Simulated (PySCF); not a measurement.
# C4H2ClF3O: the cost of one run

Programs: PySCF 2.14.0, with routines of our own; each step states its level. All values are computed. Atoms count from 0.

1 further run of the same task is left out (for a known fault of the program).

## Step 1: The starting structure

11 atoms, charge 0, multiplicity 1; geometry from: GFN2-xTB.

## Step 2: Magnetic properties: GIAO PBE/pcSseg-1

What the job is given:

```
{"job": {"kind": "mag", "xc": "PBE", "basis": "pcSseg-1", "isotopologues": 0}, "charge": 0, "multiplicity": 1}
O      1.163933    -1.677637     0.671041
C      1.625982    -0.577156     0.522296
C      0.896967     0.612865     0.065288
F      1.675121     1.705500    -0.007950
C     -0.404385     0.720799    -0.270250
Cl    -1.079005     2.201778    -0.782000
C     -1.366786    -0.445677    -0.222392
F     -2.395668    -0.160562     0.606769
F     -1.906224    -0.648606    -1.445164
H      2.686221    -0.349888     0.723588
H     -0.890731    -1.378745     0.112811
```

With the program's defaults for keys left out, this is: GIAO PBE/pcSseg-1 magnetisability, rotational g tensor and spin-rotation constants, non-relativistic, gas phase.

The run is started by

```console
OMP_NUM_THREADS=1 python excited_run.py task.json out
```

The driver reads the jobs from task.json and runs them one after another.

**Question.** How long does this first job take on 1 thread of Arm Neoverse V1, shared host, and how much memory does it need?

About 50 s, with a peak of 0.64 GiB.
